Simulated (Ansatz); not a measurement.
# BiPd3: how the settings move a relaxation

Aim: see which settings change the result for BiPd3, by how much, and at what cost.

Method: reference: DFT, PBEsol, PAW with Ansatz's default frozen-core files, scalar-relativistic; relaxation of cell and atoms, in Ansatz 0.2.0.

1 further run of the same task is left out (set aside as unsound or not needed).

## Step 1: The system as given

Symmetry: Fm-3m, No. 225, cubic system. The conventional cell has a = 6.526 Å, b = 6.526 Å, c = 6.526 Å, α = 90.00°, β = 90.00°, γ = 90.00°. Bi (site symmetry m-3m) has 8 Pd at 2.83 Å as nearest neighbours. Pd (site symmetry -43m) has 4 Bi at 2.83 Å and 4 Pd at 2.83 Å as nearest neighbours. Around Pd (site symmetry m-3m) lie 8 Pd at 2.83 Å.

As a file:

```cif
data_structure
_symmetry_space_group_name_H-M 'Fm-3m'
_symmetry_Int_Tables_number 225
_cell_length_a 6.5262
_cell_length_b 6.5262
_cell_length_c 6.5262
_cell_angle_alpha 90.000
_cell_angle_beta 90.000
_cell_angle_gamma 90.000
_cell_volume 277.96
loop_
_atom_site_label
_atom_site_type_symbol
_atom_site_symmetry_multiplicity
_atom_site_Wyckoff_symbol
_atom_site_fract_x
_atom_site_fract_y
_atom_site_fract_z
_atom_site_occupancy
Bi1 Bi 4 b 0.50000 0.00000 0.00000 1
Pd1 Pd 8 c 0.25000 0.25000 0.75000 1
Pd2 Pd 4 a 0.00000 0.00000 0.00000 1
```

## Step 2: Baseline

File input.yaml:

```yaml
crystal:
  lattice:
    - [0.0, 3.26308638, 3.26308638]
    - [3.26308638, 0.0, 3.26308638]
    - [3.26308638, 3.26308638, 0.0]
  atoms:
    - { symbol: Bi, position: [0.5, 0.5, 0.5] }
    - { symbol: Pd, position: [0.75, 0.75, 0.75] }
    - { symbol: Pd, position: [0.25, 0.25, 0.25] }
    - { symbol: Pd, position: [0.0, 0.0, 0.0] }
kpoints:
  mp_grid: { grid: [8, 8, 8] }
scf:
  occupations: { method: fermi_dirac, width: 0.08 }
hamiltonian:
  xc: pbesol
  pseudopotentials: { kind: paw }
relax:
  f_tol: 0.002
  max_steps: 80
  cell: {}
output:
  forces: true
  stress: true
```

On the command line:

```sh
> ansatz run input.yaml --threads 2 --pin off --max-ram 6144MiB --backend cpu --events-out ev --progress --plain --runs-dir out
```

## Step 3: Changed: lower_state_search light

Changes to input.yaml since step 2:

```diff
@@ -14,2 +14,3 @@
   occupations: { method: fermi_dirac, width: 0.08 }
+  lower_state_search: light
 hamiltonian:
```

What does the calculation give? Wanted: for each run, ending; energy change; pressure; gap; force.

As calculated:

```csv
run,ending,energy change,pressure (GPa),gap (eV),force (eV/Å),cycles,time
reference,converged,0,0.0,0.00,0.00,37,11 s
1: lower_state_search light,converged,0.0 meV/atom,0.0,0.00,0.00,37,9.6 s
```

**Reading.** The changed input (search for lower states) leaves the energy the same to the digits printed.
